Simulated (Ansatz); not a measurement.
**BrGeH₂N: one species, many methods**

How much do the methods differ for BrGeH₂N? The plan is to run it at one geometry with functionals of several rungs and with coupled cluster, and see how far each lands from CCSD(T) at the basis-set limit for the atomisation energy.

Method: functionals in def2-TZVPP, the program's frozen cores in correlated methods; program: Ansatz 0.2.0, Gaussian basis.

Plan: LDA (SPW92), PBE-D4, revPBE-D4, BLYP-D4, r2SCAN-D4, B97M-V, PBE0-D4, B3LYP-D4, r2SCANh-D4, r2SCAN0-D4, HSE06-D4, BHLYP-D4, CAM-B3LYP-D4, LC-ωPBE, ωB97X-V, ωB97M-V, B2PLYP, PBE-QIDH; CCSD(T)/def2-SVP; CCSD(T)/def2-TZVPP; MP2/def2-QZVPP; extrapolation to the limit; RPA on PBE.

### Step 1. Structure used throughout

An earlier PBE0-D4 in a triple-zeta def2 set relaxation fixed the geometry.

SMILES `[NH2][Ge][Br]`, 5 atoms, charge 0, spin multiplicity 1.

Atoms are counted from 1 here; the program's logs count them from 0.

Bond lengths: N1–Ge2 1.811 Å, N1–H4 1.009 Å, N1–H5 1.009 Å, Ge2–Br3 2.372 Å. Angles: Ge2–N1–H4 124.7°, Ge2–N1–H5 122.0°, H4–N1–H5 113.4°, N1–Ge2–Br3 96.0°.

### Step 2. LDA

This LDA is Slater exchange with PW92 correlation.

The input, in.yaml:

```yaml
crystal:
  periodic: [false, false, false]
  atoms:
    - {symbol: N, position_ang: [-0.464267, 0.338238, -0.424346]}
    - {symbol: Ge, position_ang: [-0.367775, -1.144298, 0.610542]}
    - {symbol: Br, position_ang: [1.893887, -0.845815, 1.259880]}
    - {symbol: H, position_ang: [0.296186, 0.984233, -0.573613]}
    - {symbol: H, position_ang: [-1.308132, 0.594041, -0.913863]}
basis:
  gaussian: {orbitals: def2-TZVPP}
hamiltonian: {xc: lda}
output: {orbitals: {seedname: orbitals}}
```

After this run come: PBE-D4 (GGA); revPBE-D4 (GGA); BLYP-D4 (GGA); r2SCAN-D4 (meta-GGA); B97M-V (meta-GGA); PBE0-D4 (hybrid); B3LYP-D4 (hybrid); r2SCANh-D4 (hybrid); r2SCAN0-D4 (hybrid); HSE06-D4 (hybrid); BHLYP-D4 (hybrid); CAM-B3LYP-D4 (range-separated); LC-ωPBE-D4 (range-separated); ωB97X-V (range-separated); ωB97M-V (range-separated); B2PLYP (double hybrid); PBE-QIDH (double hybrid); CCSD(T) in def2-SVP; CCSD(T) in def2-TZVPP; MP2 in def2-QZVPP; RPA on PBE orbitals.

**Question.** What will the summary of the whole plan be? Wanted: atomisation energy, CCSD(T)/CBS; farthest beyond LDA; mean size of error, GGA; mean size of error, meta-GGA; mean size of error, hybrid; mean size of error, range-separated; mean size of error, double hybrid; gap, smallest and largest; T1 diagnostic.

**Answer**, as computed:

| quantity | value |
| --- | --- |
| atomisation energy, CCSD(T)/CBS | 1524.1 kJ/mol |
| functionals within 15.2 kJ/mol (1.0 %) | revPBE-D4, BLYP-D4, r2SCAN-D4, B97M-V, B3LYP-D4, HSE06-D4, CAM-B3LYP-D4, ωB97X-V, ωB97M-V |
| farthest beyond LDA | BHLYP-D4 (-72.5 kJ/mol) |
| mean size of error, GGA | 20.1 kJ/mol |
| mean size of error, meta-GGA | 10.4 kJ/mol |
| mean size of error, hybrid | 31.8 kJ/mol |
| mean size of error, range-separated | 19.1 kJ/mol |
| mean size of error, double hybrid | 34.3 kJ/mol |
| gap, smallest and largest | 3.59 eV (LDA (SPW92)), 10.07 eV (LC-ωPBE) |
| T1 diagnostic | 0.0120 |
| triples share of the correlation energy | 3.8 % |

LDA overbinds by 247.2 kJ/mol (16 %). PBE-D4 is off by +35.5 kJ/mol. Double hybrids carry the basis error of their MP2 part in triple zeta, and no dispersion term here, so their miss is partly the set-up's. By mean error the best rung here is meta-GGA (10.4 kJ/mol) and the worst beyond LDA is double hybrid (34.3 kJ/mol). The reference freezes the cores and leaves out relativity and excitations past (T), and its outer-core shells are covered unevenly, so misses under about 15.2 kJ/mol can't be ranked. All levels share the lack of spin-orbit coupling, which lowers the free heavy atoms and so the true binding. Hartree-Fock recovers 64 % of the binding; the rest is correlation. CCSD(T) in def2-SVP is off by -160.0 kJ/mol, more than most functionals: a good method in a small basis is no reference. The gap grows from 3.6 to 10.1 eV across the functionals, mostly with the share of exact exchange. Correlated methods include outer-core shells of Br, Ge, which these sets cover unevenly.
